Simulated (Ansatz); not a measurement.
Task: an active-space calculation of F2GeH2, SMILES [F][GeH2][F], with Ansatz's Python interface. Give the script and its output. Level of theory (for the species named): Hartree-Fock, def2-SVP basis, multiplicity 1.

```json
{"atom": "F", "x (Å)": "-0.5733", "y (Å)": "0.2203", "z (Å)": "1.6017"}
{"atom": "Ge", "x (Å)": "0.0280", "y (Å)": "-0.0341", "z (Å)": "-0.0137"}
{"atom": "F", "x (Å)": "-1.0250", "y (Å)": "0.7401", "z (Å)": "-1.2278"}
{"atom": "H", "x (Å)": "0.1540", "y (Å)": "-1.5472", "z (Å)": "-0.2806"}
{"atom": "H", "x (Å)": "1.4661", "y (Å)": "0.5472", "z (Å)": "-0.1209"}
```

Script `cas_f2geh2.py`:
```python
"""Active-space calculation on F2GeH2."""

import warnings

import ansatz as az


def main() -> None:
    warnings.simplefilter("ignore", az.DeckWarning)

    geometry_ang = [
        ("F", (-0.5733, 0.2203, 1.6017)),
        ("Ge", (0.028, -0.0341, -0.0137)),
        ("F", (-1.025, 0.7401, -1.2278)),
        ("H", (0.154, -1.5472, -0.2806)),
        ("H", (1.4661, 0.5472, -0.1209)),
    ]
    system = az.Crystal.molecule()
    for symbol, xyz in geometry_ang:
        system = system.atom(symbol, xyz)

    base = system.calculation()
    base = base.basis(gaussian="def2-SVP")
    base = base.correlation(active_electrons=6, active_orbitals=6)
    for method in [None, "sc_nevpt2"]:
        summary = (base if method is None else base.correlation(method)).run(threads=1).report
        space = summary["configurations"]
        state = space["states"][0]
        print(method or "casscf", f"total {summary['free_energy_ev'] / 27.211386246:.6f} Ha, active-space state {state['energy']['hartree']:.6f} Ha, mean field {summary['reference_energy_ev'] / 27.211386246:.6f} Ha")
        print("  determinants", state["n_determinants"], " natural occupations", [round(n, 3) for n in space["natural_occupations"]])
    print("effectively unpaired electrons, sum of min(n, 2 - n):", round(sum(min(n, 2 - n) for n in space["natural_occupations"]), 3))


if __name__ == "__main__":
    main()
```

```console
$ python cas_f2geh2.py
casscf total -2275.138384 Ha, active-space state -2275.138384 Ha, mean field -2275.039902 Ha
  determinants 400  natural occupations [1.982, 1.982, 1.975, 0.026, 0.018, 0.017]
RunWarning: the results are in doubt because another end's mean lies 1.310 eV lower, and its corrected mean 0.454 eV higher
sc_nevpt2 total -2275.642713 Ha, active-space state -2275.090218 Ha, mean field -2275.039902 Ha
  determinants 400  natural occupations [1.984, 1.977, 1.973, 0.033, 0.017, 0.016]
effectively unpaired electrons, sum of min(n, 2 - n): 0.132
```
(Warnings from the package without file and line.)

What to keep in mind:
- Total energies depend on the basis set; only differences at equal settings carry meaning.
- The geometry is a force-field or estimated start, not a minimum of this method, and the basis set is short of its limit. The active space starts as a window about the frontier orbitals and is then optimised, not chosen by chemistry.
- A lower CASSCF solution was found and passed over, so the printed active-space state isn't the lowest.
- The script silences the warnings on its input, which a real study should read.
- Run time: 25 s on 1 thread of Arm Neoverse V1, on a shared host, peak memory 0.21 GiB.

(Lines on the test bed's own set-up are left out of the output.)
